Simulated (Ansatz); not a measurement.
# TiAl: the cost of one run

Computed with Ansatz 0.2.0 (DFT PBE, scalar-relativistic, plane waves, PAW, unless a step's input says otherwise).

18 further runs of the same task are left out: 18 set aside as unsound or not needed.

### 1 Starting point

The structure is tetragonal, space group P4/mmm (No. 123). The conventional cell has a = 2.822 Å, b = 2.822 Å, c = 4.077 Å, α = 90.00°, β = 90.00°, γ = 90.00°. Around Ti (site symmetry 4/mmm) lie 4 Ti at 2.82 Å and 8 Al at 2.85 Å. Al (site symmetry 4/mmm) has 4 Al at 2.82 Å and 8 Ti at 2.85 Å as nearest neighbours.

Structure file:

```
Ti Al
1.0
     2.82179    0.00000    0.00000
     0.00000    2.82179    0.00000
     0.00000    0.00000    4.07666
Ti Al
1 1
Direct
  0.00000 0.00000 0.00000
  0.50000 0.50000 0.50000
```

This cell was relaxed beforehand with the same method: volume 16.23 Å³/atom, gap on the mesh none (metal).

### 2 Plan of the line

The energy is mapped over volume and the cell's shape.

First coordinate, volume per atom: 7 values from 14.28 to 18.18 Å³. Second coordinate, c/a of the conventional cell: 7 values from 1.281 to 1.630.

Nothing else is relaxed (symmetry fixes all fractional coordinates). Energies count from the relaxed crystal. Points are written as (first, second).

### 3 The run at (14.28 Å³, 1.504)

input.yaml reads:

```yaml
crystal:
  lattice:
    - [2.6680903487, 0.0, 0.0]
    - [0.0, 2.6680903487, 0.0]
    - [0.0, 0.0, 4.0128078844]
  atoms:
    - { symbol: Ti, position: [0.0, 0.0, 0.0] }
    - { symbol: Al, position: [0.5, 0.5, 0.5] }
basis:
  ecutwfc: 520.0
kpoints:
  mp_grid: { grid: [18, 18, 12] }
hamiltonian:
  xc: pbe
  pseudopotentials: { kind: paw, azcp: { folder: soft_1 } }
scf:
  occupations: { method: gaussian, width: 0.15 }
output:
  forces: true
  stress: true
  eigenvalues: true
```

Run with:

```sh
ansatz run input.yaml --threads 1 --pin off --max-ram 2048MiB --backend cpu --events-out ev --progress --plain --runs-dir out
```

Q: Estimate wall time and peak memory on 1 thread of Arm Neoverse V1, shared host.

About 9.9 s, with a peak of 0.43 GiB.
